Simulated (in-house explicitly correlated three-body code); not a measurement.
# Two electrons around a charge of +7 under Yukawa screening of 0.525 per bohr: exact states

One table from this session's results is given with a row withheld; the runs are named, their logs left out.

Method: two electrons, non-relativistic, variational in exponentially correlated functions. Code: in-house explicitly correlated three-body code version 1.

## The system

```
charge of the centre : +7
mass of the centre   : infinite
interactions         : Yukawa, exp(−0.525 r)/r, between all pairs
basis                : 260 functions exp(−a r1 − b r2 − g r12) a state, exponent ranges optimised
units                : hartree and bohr; relativity and QED are left out
```

Set-up of the first run:

Settings:

```ini
Z = 7.0
screening = 0.525
interaction_strength = 1.0
functions = 260
states_tried = 13
```

Launch:

```sh
$ python run_hyl.py task.json out
```

Among the steps run: The variational calculation.

One of the session's tables, all rows but one given; the rest of the session is left out.

| state | binding (eV) | excitation (eV) | ⟨r12⟩ (bohr) |
| --- | --- | --- | --- |
| 1 ¹S | 470.946 | 0 | 0.3367 |
| 2 ³S | 64.3117 | 406.634 | 1.020 |
| 2 ¹S | ? | ? | ? |
| 2 ³P | 55.8276 | 415.118 | 0.9150 |
| 2 ¹P | 52.1162 | 418.829 | 0.9288 |
| 3 ³S | 7.04387 | 463.902 | 2.834 |
| 3 ¹S | 6.12899 | 464.817 | 2.979 |
| 3 ³P | 4.56794 | 466.378 | 2.908 |
| 3 ¹P | 4.01293 | 466.933 | 3.031 |

Estimate the missing values for 2 ¹S.

As computed: binding (eV): 58.4827; excitation (eV): 412.463; ⟨r12⟩ (bohr): 1.063. In the column «binding (eV)» it lies between 2 ³P (55.8276) and 2 ³S (64.3117).
